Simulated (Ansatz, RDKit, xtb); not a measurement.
**Isomers of C4H6N2O, a sample narrowed down**

Which of a sample of isomers of C4H6N2O is the most stable in the gas at 298.15 K, and what are its properties? The sample is small against all isomers, and the most stable one of this formula need not be in it.

The funnel: GFN2-xTB relaxations, single points with a density functional, relaxations at r2SCAN-D4/def2-SVP, harmonic vibrations (at GFN2-xTB), and a last energy at a higher level. All values are calculated.

## (1) Drawing up candidates

Isomers were taken from a list of plausible structures; this is a sample, not all of them. That gives 3 candidates.

| label | SMILES | spin |
| --- | --- | --- |
| c136 | Cc1cncn1O | singlet |
| c681 | Cc1cn(O)cn1 | singlet |
| c792 | Cc1nccn1O | singlet |

Candidates are built by distance geometry, with a force field where one applies, in up to four conformers (letters a to d).

**Question.** With final energies at CCSD(T)/def2-SVP + MP2/def2-TZVPP - MP2/def2-SVP, which structure will this search put lowest in free energy, and by what margin?

| quantity | value |
| --- | --- |
| lowest structure found | Cc1nccn1O, singlet |
| next finalist | Cc1cn(O)cn1, singlet, 1.5 kcal/mol higher in G |
| share at equilibrium, among the finalists | 88.4 % |

`Cc1nccn1O` comes out lowest. The margin, 1.5 kcal/mol, is modest. GFN2-xTB, HF/STO-3G, r2SCAN-D4/def2-SVP, r2SCAN-D4/def2-SVP, relaxed, HF/def2-SVP and MP2/def2-SVP already put its bonding pattern lowest among the structures in one piece. Lowest found is not proven lowest: the search is finite, and each finalist counts with one conformer. Only 3 drawn patterns were tried, so whole families of isomers are missing, and the result ranks this sample alone. The lowest isomer need not be the one that is made and kept in a bottle, which depends on barriers.
